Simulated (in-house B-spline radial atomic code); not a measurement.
**Sc⁶⁺: density, ELF and screening along the radius**

Aim: the shell structure of Sc⁶⁺ in the radial density, the electron localisation function and the screened nuclear charge, under several settings.

Program: in-house B-spline radial atomic code version 1. Level of theory: several methods, spin-polarised, as named in each step; spherical all-electron atom at the radial basis limit. These are calculated values, not measurements, unless marked.

## 1. What is computed

| Property | Result |
| --- | --- |
| element | scandium (Z = 21) |
| charge | +6 |
| electrons | 15 |
| configuration | [Ne] 3s2 3p3 |
| nucleus | point (non-relativistic runs) or finite (X2C runs) |

Outer shells as boxes (Hund's rule):

[Ne] 3s2 3p3
```
[Ne] core
3s [↑↓]
3p [↑ ][↑ ][↑ ]
```

Where spins are not typed, each open shell is filled with up spins first.

## 2. LC-ωPBE, non-rel.

Input settings:

```ini
Z = 21
electrons = 15.0
configuration = [Ne] 3s2 3p3
hamiltonian = nr
method = lc_wpbe
spin_polarised = True
```

Started as:

```bash
$ python run_scf.py task.json out
```

One command runs all members of the session, one after another, from task.json.

## 3. LDA (VWN5), X2C

Input settings:

```ini
Z = 21
electrons = 15.0
configuration = [Ne] 3s2 3p3
hamiltonian = x2c
method = lda,vwn
spin_polarised = True
nucleus = fermi
rms_radius = 3.5459
mass_number = 45
atomic_mass = 44.955907051
speed_of_light = 137.035999084
```

## 4. PBE, X2C

Changes to the settings of step 3:

```diff
@@ -4,3 +4,3 @@
 hamiltonian = x2c
-method = lda,vwn
+method = pbe,pbe
 spin_polarised = True
```

## 5. Hartree-Fock, X2C

Changes to the settings of step 4:

```diff
@@ -4,3 +4,3 @@
 hamiltonian = x2c
-method = pbe,pbe
+method = hf
 spin_polarised = True
```

How large is the system in each run, where do the shell borders lie, and what is the highest level?

As calculated:

| run | total energy (hartree) | highest level (eV) | radius holding 50 / 90 / 99 % (bohr) | radius at n = 0.001 (bohr) | ELF minima on the full grid (bohr) |
| --- | --- | --- | --- | --- | --- |
| LC-ωPBE, non-rel. | -748.6683 | -131.90 | 0.351 / 1.17 / 1.81 | 2.33 | 0.13, 0.62 |
| LDA (VWN5), X2C | -750.3967 | -126.25 | 0.350 / 1.17 / 1.80 | 2.33 | 0.13, 0.62 |
| PBE, X2C | -752.1874 | -126.42 | 0.349 / 1.17 / 1.80 | 2.33 | 0.13, 0.62 |
| Hartree-Fock, X2C | -751.7809 | -136.94 | 0.349 / 1.17 / 1.80 | 2.33 | 0.13, 0.62 |

What this shows: In the first run ELF has 2 minima on the grid, which mark the borders between shells. On the record's full grid the screened charge (r times the electrostatic potential) falls from 20.9 near the nucleus to 6.00 at 3.6 bohr; far out it tends to the net charge, 6. The grid is coarse (about 19 % a step), so the places of minima are rough. For X2C runs ELF uses the non-relativistic kinetic energy density, and the fields carry no picture-change correction.
